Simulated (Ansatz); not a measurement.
Task: a single point in a Gaussian basis of C2H5Ge, SMILES [CH]=[CH][GeH3], with Ansatz 0.2.0 through its Python package. Give the script and its output. Level of theory: PBE0, cc-pVDZ basis, multiplicity 2.

The script reads `c2h5ge.xyz`:
```text
8

C    -1.44100    0.37030   -1.05140
C    -0.23650    0.68530   -0.72070
Ge    0.63790   -0.35390    0.60550
H    -1.96060   -0.38940   -0.60190
H     0.29110    1.50130   -1.21760
H    -0.10400   -0.24020    1.95700
H     0.75640   -1.83390    0.16880
H     2.14870    0.20340    0.80440
```

The script, `energy.py`:
```python
"""Single point of C2H5Ge."""

from pathlib import Path
import json

import ansatz as az
import numpy as np
import pandas as pd


def main() -> None:
    system = az.Crystal.molecule_from_extxyz("c2h5ge.xyz")

    model = (
        system.calculation()
        .basis(gaussian="cc-pVDZ")
        .functional("pbe0")
        .spin("collinear", total=1)  # spin-polarised run
        .forces()
        .orbitals()
    )
    res = model.run(threads=1, runs_dir="runs")
    data = res.report

    for key in ("converged", "free_energy_ev", "reference_energy_ev", "n_frozen", "n_occupied", "n_virtual"):
        print(f"{key:22s} {data[key]}")

    field = data["mean_field"]
    print("<S^2> =", round(abs(field["state"]["spin_squared"]), 4), " all-electron relativity setting:", field["relativity"])
    print("passes:", field["passes"])
    if "symmetry" in field:
        print("occupied orbitals by irrep:", field["symmetry"]["occupied"])

    symbols = [site.symbol for site in system.cartesian_sites]
    print("forces (eV/A)")
    for symbol, f in zip(symbols, data["forces_ev_ang"]):
        print(f"  {symbol:2s} {f[0]:9.4f} {f[1]:9.4f} {f[2]:9.4f}")

    charges = data["charge_distribution"]
    table = pd.DataFrame({"atom": symbols, "mulliken": charges["mulliken_charges_e"], "lowdin": charges["lowdin_charges_e"]})
    print(table.round(3).to_string())
    print("dipole (e A):", np.round(charges["dipole_moment_e_ang"], 4) + 0.0)

    lines = Path(data["orbitals_path"]).read_text().splitlines()
    field_of = lambda key: [line.split("=")[1].strip() for line in lines if line.startswith(key)]
    orbitals = [(27.211386 * float(e), s, float(n)) for e, s, n in zip(field_of("Ene="), field_of("Spin="), field_of("Occup="))]
    homo = max(e for e, _, n in orbitals if n > 0.5)
    lumo = min(e for e, _, n in orbitals if n < 0.5)
    for e, spin, n in sorted(orbitals):
        if homo - 15 < e < lumo + 5:
            print(f"{spin:6s} {e:10.3f} eV  occupation {n:.0f}")
    with open("c2h5ge.json", "w") as handle:
        json.dump({k: data[k] for k in ("free_energy_ev", "reference_energy_ev", "n_occupied", "n_virtual")}, handle, indent=1)


if __name__ == "__main__":
    main()
```

Running `python energy.py` prints:
```text
converged              True
free_energy_ev         -58659.55571202543
reference_energy_ev    -58659.55571202543
n_frozen               0
n_occupied             [25, 24]
n_virtual              [55, 56]
<S^2> = 0.7633  all-electron relativity setting: none
passes: {'evaluations': 15, 'products': 15}
occupied orbitals by irrep: [{'A': 25}, {'A': 24}]
forces (eV/A)
  C     0.2555    1.2452   -0.9506
  C     1.1175    1.3464   -0.7981
  Ge    1.8224   -0.2105    1.0206
  H    -2.3645   -2.2413    0.8663
  H     0.2729    0.2034   -0.0105
  H     0.0265   -0.0760   -0.0787
  H    -0.0989    0.0926    0.0608
  H    -1.0313   -0.3598   -0.1099
  atom  mulliken  lowdin
0    C    -0.046   0.043
1    C    -0.179  -0.164
2   Ge     0.236   0.236
3    H     0.049  -0.008
4    H     0.060   0.037
5    H    -0.037  -0.049
6    H    -0.037  -0.049
7    H    -0.047  -0.045
dipole (e A): [ 0.0062 -0.0414  0.0422]
Beta      -21.610 eV  occupation 1
Alpha     -16.581 eV  occupation 1
Beta      -16.085 eV  occupation 1
Alpha     -15.260 eV  occupation 1
Beta      -15.065 eV  occupation 1
Alpha     -12.137 eV  occupation 1
Beta      -11.826 eV  occupation 1
Alpha     -11.075 eV  occupation 1
Beta      -10.243 eV  occupation 1
Alpha     -10.009 eV  occupation 1
Beta       -9.994 eV  occupation 1
Alpha      -9.308 eV  occupation 1
Beta       -9.219 eV  occupation 1
Alpha      -8.194 eV  occupation 1
Beta       -7.963 eV  occupation 1
Alpha      -6.870 eV  occupation 1
Beta       -2.159 eV  occupation 0
Alpha      -0.299 eV  occupation 0
Beta        0.127 eV  occupation 0
Alpha       1.138 eV  occupation 0
Beta        1.230 eV  occupation 0
Alpha       1.572 eV  occupation 0
Beta        1.602 eV  occupation 0
Alpha       2.085 eV  occupation 0
Beta        2.300 eV  occupation 0
```

`c2h5ge.json`, as written:
```json
{
 "free_energy_ev": -58659.55571202543,
 "reference_energy_ev": -58659.55571202543,
 "n_occupied": [
  25,
  24
 ],
 "n_virtual": [
  55,
  56
 ]
}
```

Notes:
- Total energies depend on the basis set; only differences at equal settings carry meaning.
- The geometry is a force-field or estimated start, not a minimum of this method, and the basis set is short of its limit.
- The species is open-shell (spin multiplicity 2).
- The Löwdin charges here are taken after orthogonalising the functions within each atom; they differ from plain Löwdin charges, and their signs can be unphysical.
- Levels such as HOMO and LUMO are orbital energies: with these approximate functionals they aren't the ionisation energy and electron affinity, and their gap isn't the fundamental gap.
- Run time: 5.4 s on 1 thread of Arm Neoverse V2, on a shared host, peak memory 0.32 GiB.

(A comment or docstring line of the script was reworded after the run, the code is as it ran; lines on the test bed's own set-up are left out of the output.)
